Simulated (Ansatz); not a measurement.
# ClGaH2O2: the cost of one run

Program: Ansatz 0.2.0. Level of theory: RKS PBE/def2-SVP. These are calculated values, not measurements.

**1. The system as given**

Bond lengths: Ga1–O2 1.790 Å, O2–H3 1.010 Å, Ga1–O4 1.790 Å, O4–H5 1.010 Å, Ga1–Cl6 2.240 Å. Angles: Ga1–O2–H3 109.5°, O2–Ga1–O4 120.0°, O2–Ga1–Cl6 120.0°, O4–Ga1–Cl6 120.0°, Ga1–O4–H5 109.5°.

Coordinates:

```xyz
6

Ga    0.0000    0.0000    0.0000
O     0.0000    0.0000    1.7900
H    -0.9095   -0.2814    2.1271
O     1.5501    0.0000   -0.8950
H     1.8500   -0.9519   -1.0499
Cl   -1.9398    0.0000   -1.1200
```

**2. Preparing the start**

input.yaml reads:

```yaml
crystal:
  periodic: [false, false, false]
  atoms:
    - { symbol: Ga, position_ang: [0.0, 0.0, 0.0] }
    - { symbol: O, position_ang: [0.0, 0.0, 1.79] }
    - { symbol: H, position_ang: [-0.9095, -0.2814, 2.1271] }
    - { symbol: O, position_ang: [1.5501, 0.0, -0.895] }
    - { symbol: H, position_ang: [1.85, -0.9519, -1.0499] }
    - { symbol: Cl, position_ang: [-1.9398, 0.0, -1.12] }
basis:
  gaussian: { orbitals: def2-SVP }
hamiltonian:
  xc: pbe
relax:
  f_tol: 0.02
  max_steps: 40
```

Started as:

```bash
$ ansatz run input.yaml --threads 2 --pin off --max-ram 3072MiB --backend cpu --events-out ev --progress --plain --runs-dir out
```

Q: Estimate wall time and peak memory on 2 threads of Arm Neoverse V1, shared host.

About 12 s, with a peak of 0.13 GiB.
